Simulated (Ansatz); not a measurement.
# MgBe2Te3: the cost of one run

Computed with Ansatz 0.2.0 (DFT PBE, scalar-relativistic, plane waves, PAW, unless a step's input says otherwise).

2 further runs of the same task are left out: 1 that didn't finish, 1 set aside as unsound or not needed.

## Step 1: The starting structure

The structure is hexagonal, space group P6/mmm (No. 191). The conventional cell has a = 6.510 Å, b = 6.510 Å, c = 3.593 Å, α = 90.00°, β = 90.00°, γ = 120.00°. Mg (site symmetry 6/mmm) is surrounded by 2 Mg at 3.59 Å and 12 Te at 3.72 Å and 6 Be at 3.76 Å. Be (site symmetry -6m2) has 6 Te at 2.60 Å as nearest neighbours. Te (site symmetry mmm) has 4 Be at 2.60 Å and 4 Te at 3.26 Å and 4 Mg at 3.72 Å as nearest neighbours.

Structure file:

```
CELL_PARAMETERS angstrom
6.51040 0.00000 0.00000
-3.25520 5.63817 0.00000
0.00000 0.00000 3.59281
ATOMIC_POSITIONS crystal
Mg 0.00000 0.00000 0.00000
Be 0.33333 0.66667 0.00000
Be 0.66667 0.33333 0.00000
Te 0.50000 0.00000 0.50000
Te 0.50000 0.50000 0.50000
Te 0.00000 0.50000 0.50000
```

A structure generator made this guess: species swapped into a database cell of ErB2Ru3 (P6/mmm, No. 191), with Mg on the Er sites, Be on the B sites and Te on the Ru sites. The dimensions are guesses.

## Step 2: Probe: one point on a coarse mesh

Contents of input.yaml:

```yaml
crystal:
  lattice:
    - [6.51040274, 0.0, 0.0]
    - [-3.25520137, 5.63817416, 0.0]
    - [0.0, 0.0, 3.59280861]
  atoms:
    - { symbol: Mg, position: [0.0, 0.0, 0.0] }
    - { symbol: Be, position: [0.33333333, 0.66666667, 0.0] }
    - { symbol: Be, position: [0.66666667, 0.33333333, 0.0] }
    - { symbol: Te, position: [0.5, 0.0, 0.5] }
    - { symbol: Te, position: [0.5, 0.5, 0.5] }
    - { symbol: Te, position: [0.0, 0.5, 0.5] }
basis:
  ecutwfc: 420
kpoints:
  mp_grid: { grid: [3, 3, 6] }
hamiltonian:
  xc: pbe
scf:
  occupations: { method: gaussian, width: 0.1 }
  lower_state_search: "off"
output:
  forces: true
  stress: true
  eigenvalues: true
```

On the command line:

```sh
ansatz run input.yaml --threads 1 --pin off --max-ram 2560MiB --backend cpu --events-out ev --progress --plain --runs-dir out
```

Q: Estimate wall time and peak memory on 1 thread of Intel Xeon at 2.70GHz, shared host.

About 4.6 s, with a peak of 0.4 GiB.
